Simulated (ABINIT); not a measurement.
# MoSe (Pm-3m) in ABINIT: reference runs

How does MoSe come out in PBE? The cell is run as given and disturbed.

All numbers are computed with ABINIT 10.8.3 (patched build); they aren't measurements. Logs are shortened: lines on timing, memory, paths and dates and some standing lists are left out, and cuts for length are marked. The log counts tension as positive stress, the text compression.

## Step 1: The crystal as given

It takes space group Pm-3m (No. 221, cubic). Conventional cell: a = 3.500 Å, b = 3.500 Å, c = 3.500 Å, α = 90.00°, β = 90.00°, γ = 90.00°. Around Mo (site symmetry m-3m) lie 8 Se at 3.03 Å. Around Se (site symmetry m-3m) lie 8 Mo at 3.03 Å.

The cell was built by a generator and needn't be a form met in nature.

## Step 2: Single point, PBE

Contents of run.abi:

```
pp_dirpath "./"
pseudos "Mo.GGA_PBE-JTH.xml, Se.GGA_PBE-JTH.xml"

acell 3*1.0 Angstrom
rprim
     3.5002295900     0.0000000000     0.0000000000
     0.0000000000     3.5002295900     0.0000000000
     0.0000000000     0.0000000000     3.5002295900
ntypat 2
znucl 42 34
natom 2
typat 1 2
xcart
     0.0000000000     0.0000000000     0.0000000000
     3.3072376492     3.3072376492     3.3072376492

ecut 15.0
pawecutdg 30.0
pawxcdev 0

kptopt 1
ngkpt 8 8 8
nshiftk 1
shiftk 0.0 0.0 0.0

ixc 11

nband 14
occopt 3
tsmear 0.05 eV

nstep 100
tolvrs 1.0e-9

iomode 3
prtwf 0
prtden 0
prteig 0
prtebands 0
enunit 1
```

Potentials or basis: JTH PAW PBE v2.0.

The run is started by

```sh
abinit run.abi > log 2>&1
```

run.abo:

```text
.Version 10.8.3 of ABINIT
 Symmetries : space group Pm -3 m (#221); Bravais cP (primitive cubic)
================================================================================
 Values of the parameters that define the memory need of the present run
     intxc =       0    ionmov =       0      iscf =      17    lmnmax =      18
     lnmax =       6     mgfft =      24  mpssoang =       3    mqgrid =    3001
     natom =       2  nloc_mem =       2    nspden =       1   nspinor =       1
    nsppol =       1      nsym =      48    n1xccc =       1    ntypat =       2
    occopt =       3   xclevel =       2
       mpw =         812          nfft =       13824          nkpt =          35
 PAW method is used; the additional fine FFT grid is defined by:
   mgfftf=        36    nfftf =     46656
================================================================================
================================================================================

--------------------------------------------------------------------------------
------------- Echo of variables that govern the present computation ------------
--------------------------------------------------------------------------------
 -outvars: echo values of preprocessed input variables --------
            acell      1.8897261259E+00  1.8897261259E+00  1.8897261259E+00 Bohr
              amu      9.59400000E+01  7.89600000E+01
             ecut      1.50000000E+01 Hartree
           enunit           1
              ixc          11
         kptrlatt        8    0    0      0    8    0      0    0    8
          kptrlen      5.29158024E+01
            natom           2
            nband          14
            ngfft          24      24      24
          ngfftdg          36      36      36
             nkpt          35
            nstep         100
             nsym          48
           ntypat           2
           occopt           3
        pawecutdg      3.00000000E+01 Hartree
         pawxcdev           0
           prtden           0
        prtebands           0
           prteig           0
            prtwf           0
            rprim      3.5002295900E+00  0.0000000000E+00  0.0000000000E+00
                       0.0000000000E+00  3.5002295900E+00  0.0000000000E+00
                       0.0000000000E+00  0.0000000000E+00  3.5002295900E+00
          spgroup         221
           tolvrs      1.00000000E-09
           tsmear      1.83746611E-03 Hartree
            typat      1  2
           useylm           1
           xangst      0.0000000000E+00  0.0000000000E+00  0.0000000000E+00
                       1.7501147950E+00  1.7501147950E+00  1.7501147950E+00
            xcart      0.0000000000E+00  0.0000000000E+00  0.0000000000E+00
                       3.3072376514E+00  3.3072376514E+00  3.3072376514E+00
             xred      0.0000000000E+00  0.0000000000E+00  0.0000000000E+00
                       5.0000000000E-01  5.0000000000E-01  5.0000000000E-01
            znucl       42.00000   34.00000

================================================================================

 chkinp: Checking input parameters for consistency.

================================================================================
== DATASET  1 ==================================================================

--- !DatasetInfo
iteration_state: {dtset: 1, }
dimensions: {natom: 2, nkpt: 35, mband: 14, nsppol: 1, nspinor: 1, nspden: 1, mpw: 812, }
cutoff_energies: {ecut:  15.0, pawecutdg:  30.0, }
electrons: {nelect:   2.00000000E+01, charge:   0.00000000E+00, occopt:   3.00000000E+00, tsmear:   1.83746611E-03, }
meta: {optdriver: 0, ionmov: 0, optcell: 0, iscf: 17, paral_kgb: 0, }
...

 Exchange-correlation functional for the present dataset will be:
  GGA: Perdew-Burke-Ernzerhof functional - ixc=11
  J.P.Perdew, K.Burke, M.Ernzerhof, PRL 77, 3865 (1996)

 Real(R)+Recip(G) space primitive vectors, cartesian coordinates (Bohr,Bohr^-1):
 R(1)=  6.6144753  0.0000000  0.0000000  G(1)=  0.1511836  0.0000000  0.0000000
 R(2)=  0.0000000  6.6144753  0.0000000  G(2)=  0.0000000  0.1511836  0.0000000
 R(3)=  0.0000000  0.0000000  6.6144753  G(3)=  0.0000000  0.0000000  0.1511836
 Unit cell volume ucvol=  2.8939178E+02 bohr^3
 Angles (23,13,12)=  9.00000000E+01  9.00000000E+01  9.00000000E+01 degrees

 Coarse grid specifications (used for wave-functions):

 getcut: wavevector=  0.0000  0.0000  0.0000  ngfft=  24  24  24
         ecut(hartree)=     15.000   => boxcut(ratio)=   2.08116

 Fine grid specifications (used for densities):

 getcut: wavevector=  0.0000  0.0000  0.0000  ngfft=  36  36  36
         ecut(hartree)=     30.000   => boxcut(ratio)=   2.20740

 getcut : COMMENT -
  Note that boxcut > 2.2 ; recall that boxcut=Gcut(box)/Gcut(sphere) = 2
  is sufficient for exact treatment of convolution.
  Such a large boxcut is a waste : you could raise ecut
  e.g. ecut=   36.544663 Hartrees makes boxcut=2

--- Pseudopotential description ------------------------------------------------
- pspini: atom type   1  psp file is ./Mo.GGA_PBE-JTH.xml
 Pseudopotential format is: paw10
 basis_size (lnmax)=  6 (lmn_size= 18), orbitals=   0   0   1   1   2   2
 Spheres core radius: rc_sph= 2.20740211
 Shapefunction is SIN type: shapef(r)=[sin(pi*r/rshp)/(pi*r/rshp)]**2
 Radius for shape functions =  1.91008465
 Compensation charge density is not taken into account in XC energy/potential

- pspini: atom type   2  psp file is ./Se.GGA_PBE-JTH.xml
 Pseudopotential format is: paw10
 basis_size (lnmax)=  4 (lmn_size=  8), orbitals=   0   0   1   1
 Spheres core radius: rc_sph= 2.21132333
 Shapefunction is BESSEL type: shapef(r,l)=aa(1,l)*jl(q(1,l)*r)+aa(2,l)*jl(q(2,l)*r)
 Radius for shape functions =  2.00656599
 Compensation charge density is not taken into account in XC energy/potential

   1.17803549E+03                                ecore*ucvol(ha*bohr**3)
--------------------------------------------------------------------------------

================================================================================

--- !BeginCycle
iteration_state: {dtset: 1, }
solver: {iscf: 17, nstep: 100, nline: 4, wfoptalg: 10, }
tolerances: {tolvrs: 1.00E-09, }
...

     iter   Etot(hartree)      deltaE(h)  residm     nres2
 ETOT  1  -78.100053417369    -7.810E+01 9.653E-01 4.038E+00
 ETOT  2  -78.370827605920    -2.708E-01 3.169E-02 1.087E+00
 ETOT  3  -78.367127567469     3.700E-03 6.742E-03 1.005E-01
 ETOT  4  -78.367053122728     7.444E-05 8.646E-04 1.459E-02
 ETOT  5  -78.367130246656    -7.712E-05 1.229E-03 4.265E-03
 ETOT  6  -78.367116657576     1.359E-05 1.324E-03 1.127E-05
 ETOT  7  -78.367117106309    -4.487E-07 7.196E-04 3.909E-06
 ETOT  8  -78.367117109208    -2.899E-09 1.179E-03 4.271E-07
 ETOT  9  -78.367117107407     1.801E-09 3.269E-04 5.573E-08
 ETOT 10  -78.367117107157     2.505E-10 5.530E-04 1.155E-09
 ETOT 11  -78.367117107168    -1.141E-11 1.257E-04 2.543E-10

 At SCF step   11       nres2   =  2.54E-10 < tolvrs=  1.00E-09 =>converged.

 Cartesian components of stress tensor (hartree/bohr^3)
  sigma(1 1)=  8.85259108E-04  sigma(3 2)=  0.00000000E+00
  sigma(2 2)=  8.85259108E-04  sigma(3 1)=  0.00000000E+00
  sigma(3 3)=  8.85259108E-04  sigma(2 1)=  0.00000000E+00

--- !ResultsGS
iteration_state: {dtset: 1, }
comment   : Summary of ground state results
lattice_vectors:
- [  6.6144753,   0.0000000,   0.0000000, ]
- [  0.0000000,   6.6144753,   0.0000000, ]
- [  0.0000000,   0.0000000,   6.6144753, ]
lattice_lengths: [   6.61448,    6.61448,    6.61448, ]
lattice_angles: [ 90.000,  90.000,  90.000, ] # degrees, (23, 13, 12)
lattice_volume:   2.8939178E+02
convergence: {deltae: -1.141E-11, res2:  2.543E-10, residm:  1.257E-04, diffor: null, }
etotal    :  -7.83671171E+01
entropy   :   0.00000000E+00
fermie    :   2.12322985E-01
cartesian_stress_tensor: # hartree/bohr^3
- [  8.85259108E-04,   0.00000000E+00,   0.00000000E+00, ]
- [  0.00000000E+00,   8.85259108E-04,   0.00000000E+00, ]
- [  0.00000000E+00,   0.00000000E+00,   8.85259108E-04, ]
pressure_GPa:  -2.6045E+01
xred      :
- [  0.0000E+00,   0.0000E+00,   0.0000E+00, Mo]
- [  5.0000E-01,   5.0000E-01,   5.0000E-01, Se]
cartesian_forces: # hartree/bohr
- [ -0.00000000E+00,  -0.00000000E+00,  -0.00000000E+00, ]
- [ -0.00000000E+00,  -0.00000000E+00,  -0.00000000E+00, ]
force_length_stats: {min:   0.00000000E+00, max:   0.00000000E+00, mean:   0.00000000E+00, }
...

 Integrated electronic density in atomic spheres:
 ------------------------------------------------
 Atom  Sphere_radius  Integrated_density
    1        2.20740         11.04557934
    2        2.21132          3.74879809

================================================================================

 ----iterations are completed or convergence reached----

 Mean square residual over all n,k,spin=   48.733E-08; max=  12.567E-05
 reduced coordinates (array xred) for    2 atoms
       0.000000000000      0.000000000000      0.000000000000
       0.500000000000      0.500000000000      0.500000000000
 rms dE/dt=  0.0000E+00; max dE/dt=  0.0000E+00; dE/dt below (all hartree)
    1       0.000000000000      0.000000000000      0.000000000000
    2       0.000000000000      0.000000000000      0.000000000000

 cartesian coordinates (angstrom) at end:
    1      0.00000000000000     0.00000000000000     0.00000000000000
    2      1.75011479500000     1.75011479500000     1.75011479500000

 cartesian forces (hartree/bohr) at end:
    1     -0.00000000000000    -0.00000000000000    -0.00000000000000
    2     -0.00000000000000    -0.00000000000000    -0.00000000000000
 frms,max,avg= 0.0000000E+00 0.0000000E+00   0.000E+00  0.000E+00  0.000E+00 h/b

 cartesian forces (eV/Angstrom) at end:
    1     -0.00000000000000    -0.00000000000000    -0.00000000000000
    2     -0.00000000000000    -0.00000000000000    -0.00000000000000
 frms,max,avg= 0.0000000E+00 0.0000000E+00   0.000E+00  0.000E+00  0.000E+00 e/A
 length scales=  1.889726125908  1.889726125908  1.889726125908 bohr
              =  1.000000000000  1.000000000000  1.000000000000 angstroms
 Fermi (or HOMO) energy (eV) =   5.77760   Average Vxc (eV)= -10.92796
 Eigenvalues (   eV  ) for nkpt=  35  k points:
 kpt#   1, nband= 14, wtk=  0.00195, kpt=  0.0000  0.0000  0.0000 (reduced coord)
 -55.52813  -29.52317  -29.52317  -29.52317   -8.62964    3.65892    3.65892    4.14837
   4.14837    4.14837    6.17638    6.17638    6.17638    6.51288
 prteigrs : prtvol=0 or 1, do not print more k-points.

--- !EnergyTerms
iteration_state     : {dtset: 1, }
comment             : Components of total free energy in Hartree
kinetic             :  1.28181189455732E+01
hartree             :  1.64283038313776E+01
xc                  : -9.98596756720517E+00
Ewald energy        : -5.99426426051327E+01
psp_core            :  4.07072884894276E+00
local_psp           : -5.37179012253498E+01
PAW spherical_terms :  1.19632999037558E+01
internal            : -7.83660598680383E+01
'-kT*entropy'       : -1.05356136079296E-03
total_energy        : -7.83671134293991E+01
total_energy_eV     : -2.13247779250998E+03
...

--- !EnergyTermsDC
iteration_state     : {dtset: 1, }
comment             : '"Double-counting" decomposition of free energy'
band_energy         : -1.00012615832007E+01
Ewald energy        : -5.99426426051327E+01
psp_core            :  4.07072884894276E+00
xc_dc               : -1.80446715930061E+01
PAW spherical_terms :  5.55178338658949E+00
internal            : -7.83660635458072E+01
'-kT*entropy'       : -1.05356136079296E-03
total_energy_dc     : -7.83671171071680E+01
total_energy_dc_eV  : -2.13247789258717E+03
...

--- !EnergyTermsWithPAWCore
iteration_state     : {dtset: 1, }
comment             : 'Components of total free energy, including PAW core contributions'
Total energy        : -6.47905578778543E+03
Total energy DC     : -6.47905579146320E+03
Total energy (eV)   : -1.76304089550688E+05
Total energy DC (eV): -1.76304089650765E+05
...

 Cartesian components of stress tensor (hartree/bohr^3)
  sigma(1 1)=  8.85259108E-04  sigma(3 2)=  0.00000000E+00
  sigma(2 2)=  8.85259108E-04  sigma(3 1)=  0.00000000E+00
  sigma(3 3)=  8.85259108E-04  sigma(2 1)=  0.00000000E+00

-Cartesian components of stress tensor (GPa)         [Pressure= -2.6045E+01 GPa]
- sigma(1 1)=  2.60452222E+01  sigma(3 2)=  0.00000000E+00
- sigma(2 2)=  2.60452222E+01  sigma(3 1)=  0.00000000E+00
- sigma(3 3)=  2.60452222E+01  sigma(2 1)=  0.00000000E+00

== END DATASET(S) ==============================================================
================================================================================

 -outvars: echo values of variables after computation  --------
            acell      1.8897261259E+00  1.8897261259E+00  1.8897261259E+00 Bohr
           etotal     -7.8367117107E+01
            fcart     -0.0000000000E+00 -0.0000000000E+00 -0.0000000000E+00
                      -0.0000000000E+00 -0.0000000000E+00 -0.0000000000E+00
            rprim      3.5002295900E+00  0.0000000000E+00  0.0000000000E+00
                       0.0000000000E+00  3.5002295900E+00  0.0000000000E+00
                       0.0000000000E+00  0.0000000000E+00  3.5002295900E+00
           strten      8.8525910828E-04  8.8525910828E-04  8.8525910828E-04
                       0.0000000000E+00  0.0000000000E+00  0.0000000000E+00
           xangst      0.0000000000E+00  0.0000000000E+00  0.0000000000E+00
                       1.7501147950E+00  1.7501147950E+00  1.7501147950E+00
             xred      0.0000000000E+00  0.0000000000E+00  0.0000000000E+00
                       5.0000000000E-01  5.0000000000E-01  5.0000000000E-01
 Calculation completed.
```

Run time: 10 s. Hardware: 1 thread of Arm Neoverse V2, shared host; peak memory 0.1 GiB.

Results:

* Free energy: -2132.4779 eV
* Pressure: -26.0 GPa
* Band gap on the k mesh: none (metal or under the smearing width)
* Valence electrons inside the program's atomic spheres: Mo 11.05; Se 3.75

Levels at points of the mesh, in eV from the Fermi level:
| k point | band 6 | band 7 | band 8 | band 9 | band 10 | band 11 | band 12 | band 13 | band 14 |
| --- | --- | --- | --- | --- | --- | --- | --- | --- | --- |
| (0.00, 0.00, 0.00) | -2.12 | -2.12 | -1.63 | -1.63 | -1.63 | 0.40 | 0.40 | 0.40 | 0.74 |
| (0.50, 0.00, 0.00) | -6.50 | -2.66 | -2.66 | -1.59 | 0.57 | 1.10 | 2.45 | 2.45 | 4.01 |
| (0.50, 0.50, 0.00) | -4.69 | -4.69 | -2.04 | -0.57 | -0.50 | -0.50 | -0.27 | 1.30 | 3.28 |
| (0.50, 0.50, 0.50) | -5.30 | -5.30 | -5.30 | 1.36 | 1.36 | 2.73 | 2.73 | 2.73 | 2.75 |

Caveat: so large a pressure means that the cell lies far from this level's equilibrium, or that cutoff or potentials fall short.

## Step 3: Single point, PBE (atoms moved at random, drawn with an rms of 0.05 Å)

Contents of run.abi:

```
# Pseudopotentials
pp_dirpath "./"
pseudos "Mo.GGA_PBE-JTH.xml, Se.GGA_PBE-JTH.xml"

# Structure
acell 3.50022959 3.50022959 3.50022959 Angstrom
rprim
     1.0000000000     0.0000000000     0.0000000000
     0.0000000000     1.0000000000     0.0000000000
     0.0000000000     0.0000000000     1.0000000000
ntypat 2
znucl 42 34
natom 2
typat 1 2
xred
    -0.0018580000     0.0026090000    -0.0026500000
     0.5026910000     0.5040430000     0.4929290000
chkprim 0
chksymtnons 0
tolsym 1.0e-6

# Plane-wave basis
ecut 15.0
pawecutdg 30.0
pawxcdev 0

# k points
kptopt 1
ngkpt 8 8 8
nshiftk 1
shiftk 0.0 0.0 0.0

# Exchange and correlation
ixc 11

# Bands and occupations
nband 14
occopt 3
tsmear 0.05 eV

# SCF cycle
nstep 100
tolvrs 1.0e-9

# Output
iomode 3
prtwf 0
prtden 0
prteig 0
prtebands 0
enunit 1
```

Potentials or basis: JTH PAW PBE v2.0.

The run is started by

```sh
abinit run.abi > log 2>&1
```

run.abo:

```text
.Version 10.8.3 of ABINIT
 Symmetries : space group P1 (#  1); Bravais aP (primitive triclinic)
================================================================================
 Values of the parameters that define the memory need of the present run
     intxc =       0    ionmov =       0      iscf =      17    lmnmax =      18
     lnmax =       6     mgfft =      24  mpssoang =       3    mqgrid =    3001
     natom =       2  nloc_mem =       2    nspden =       1   nspinor =       1
    nsppol =       1      nsym =       1    n1xccc =       1    ntypat =       2
    occopt =       3   xclevel =       2
       mpw =         812          nfft =       13824          nkpt =         260
 PAW method is used; the additional fine FFT grid is defined by:
   mgfftf=        36    nfftf =     46656
================================================================================
================================================================================

[... 242 lines left out ...]
 Cartesian components of stress tensor (hartree/bohr^3)
  sigma(1 1)=  8.84677014E-04  sigma(3 2)=  1.02929050E-07
  sigma(2 2)=  8.85061010E-04  sigma(3 1)=  3.32038521E-07
  sigma(3 3)=  8.84725102E-04  sigma(2 1)= -1.27109582E-07

-Cartesian components of stress tensor (GPa)         [Pressure= -2.6032E+01 GPa]
- sigma(1 1)=  2.60280964E+01  sigma(3 2)=  3.02827720E-03
- sigma(2 2)=  2.60393939E+01  sigma(3 1)=  9.76891055E-03
- sigma(3 3)=  2.60295112E+01  sigma(2 1)= -3.73969300E-03

== END DATASET(S) ==============================================================
================================================================================

 -outvars: echo values of variables after computation  --------
            acell      6.6144753029E+00  6.6144753029E+00  6.6144753029E+00 Bohr
           etotal     -7.8367139808E+01
            fcart     -7.1927853190E-04 -1.7047698717E-04  6.2330975339E-04
                       7.1927853190E-04  1.7047698717E-04 -6.2330975339E-04
           strten      8.8467701430E-04  8.8506101017E-04  8.8472510171E-04
                       1.0292905009E-07  3.3203852065E-07 -1.2710958165E-07
           xangst     -6.5034265782E-03  9.1320990003E-03 -9.2756084135E-03
                       1.7595339128E+00  1.7642662232E+00  1.7253646716E+00
             xred     -1.8580000000E-03  2.6090000000E-03 -2.6500000000E-03
                       5.0269100000E-01  5.0404300000E-01  4.9292900000E-01
 Calculation completed.
```

Wall time 55 s (1 thread of Arm Neoverse V2, shared host); peak memory 0.19 GiB.

What came out:

- Free energy: -2132.4785 eV
- Pressure: -26.0 GPa
- Largest force: 0.050 eV/Å
- Band gap on the k mesh: none (metal or under the smearing width)
- Valence electrons inside the program's atomic spheres: Mo 11.07; Se 3.79

Forces on the atoms (eV/Å):
```
Mo  -0.037 -0.009  0.032
Se   0.037  0.009 -0.032
```
